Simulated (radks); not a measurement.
# S in [Ne] 3s1 3p5: an all-electron calculation

One table from this session's results is given with a row withheld; the runs are named, their logs left out.

The numbers are computed with radks (a radial shooting solver on a logarithmic mesh, Libxc functionals) version 1 (non-relativistic Kohn-Sham, LDA (Slater exchange, Perdew-Wang correlation), spin-unpolarised, spherical densities, point nucleus), except any that are marked as measured or tabulated.

### Starting point

- element: sulfur (Z = 16)
- charge: 0
- electrons: 16
- configuration: [Ne] 3s1 3p5

Outer shells as boxes (Hund's rule):

S
```
[Ne] core
3s [↑ ]
3p [↑↓][↑↓][↑ ]
```

Set-up of the first run:

Input:

```text
Z 16
configuration [Ne] 3s1 3p5
relativity non-relativistic
functional lda,pw
spin unpolarised
nucleus point
```

One table of the session follows, with a row left open; its other results are not shown here.

It belongs to the step «Shells». Sizes of the orbitals, from the radial functions (bohr):

| level | <r> | outermost maximum (interpolated) | 90 % within | nodes |
| --- | --- | --- | --- | --- |
| 1s | ? | ? | ? | ? |
| 2s | 0.4830 | 0.391 | 0.757 | 1 |
| 2p | 0.4440 | 0.326 | 0.740 | 0 |
| 3s | 1.686 | 1.40 | 2.57 | 2 |
| 3p | 2.036 | 1.58 | 3.23 | 1 |

Estimate the missing values for 1s.

**Answer.** <r>: 0.09757; outermost maximum (interpolated): 0.0639; 90 % within: 0.174; nodes: 0. In the column «<r>» it is the lowest.
